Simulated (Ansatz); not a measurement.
**HfCH₂+ (quartet): from Hartree-Fock to the top rungs, def2-SVP**

One table from this session's results is given with a row withheld; the runs are named, their logs left out.

The runs use Ansatz 0.2.0, Gaussian basis; def2-SVP, core rule «outside noble gas», up to 5 orbitals frozen.

To be run: UHF; CCSD(T) on ROHF; CCSD(T) on UHF; CISD; CCSDT(Q) on ROHF; CCSDT(Q) on UHF; CASSCF and NEVPT2, 9 electrons in 11 orbitals.

18 further runs of the same task are left out: 6 that didn't finish, 12 set aside as unsound or not needed.

## The system

The geometry is a PBE0/def2-TZVP stationary point (not a proven minimum). No spin-orbit coupling is included. Elements past krypton take def2 core potentials.

4 atoms, charge 1, spin multiplicity 4.

Atoms are counted from 1 here; the program's logs count them from 0.

Bond lengths: Hf1–C2 2.098 Å, C2–H3 1.094 Å, C2–H4 1.094 Å. Angles: Hf1–C2–H3 123.9°, Hf1–C2–H4 123.9°, H3–C2–H4 112.3°.

The first run:

Input file in.yaml:

```yaml
crystal:
  periodic: [false, false, false]
  atoms:
    - {symbol: Hf, position_ang: [0.000000, 0.000000, 0.159218]}
    - {symbol: C, position_ang: [0.000000, 0.000000, -1.938489]}
    - {symbol: H, position_ang: [0.000000, 0.908204, -2.547892]}
    - {symbol: H, position_ang: [0.000000, -0.908204, -2.547892]}
basis:
  gaussian: {orbitals: def2-SVP}
total_charge: 1
magnetization: {spin_polarized: true, initial_magnetization: 3}
hamiltonian: {xc: hf}
output: {orbitals: {seedname: orbitals}}
```

The run is started by

```console
$ ansatz run in.yaml --threads 1 --pin off --events-out ev --progress --plain --max-ram 2393MiB
```

Steps of the session up to this table: UHF; CCSD(T) on ROHF; CCSD(T) on UHF; CISD; CCSDT(Q) on ROHF; CCSDT(Q) on UHF; CASSCF and NEVPT2, 9 electrons in 11 orbitals.

One table of the session follows, with a row left open; its other results are not shown here.

```
         method  from RCCSDT(Q) (kJ/mol)
           ROHF                   +469.4
            UHF                   +455.7
           RMP2                    +72.6
           UMP2                    +66.9
          RCCSD                    +17.1
          UCCSD                    +10.6
       RCCSD(T)                     +2.7
       UCCSD(T)                     -3.6
         RCCSDT                     +0.7
         UCCSDT                        ?
      RCCSDT(Q)                        0
      UCCSDT(Q)                     -6.5
CASSCF frontier                   +242.2
NEVPT2 frontier                    +56.5
```

Estimate the missing values for UCCSDT.

As computed: from RCCSDT(Q) (kJ/mol): -5.7. In the column «from RCCSDT(Q) (kJ/mol)» it lies between UCCSDT(Q) (-6.5) and UCCSD(T) (-3.6).

Not comparable, so not listed: CISD (they don't share determinant, frozen orbitals or solution with the rows shown, or repeat one).

To keep in mind: Restricted and unrestricted rows rest on different reference determinants; where their highest levels disagree by more than a few hundredths of an eV, they describe different states and don't form one ladder.
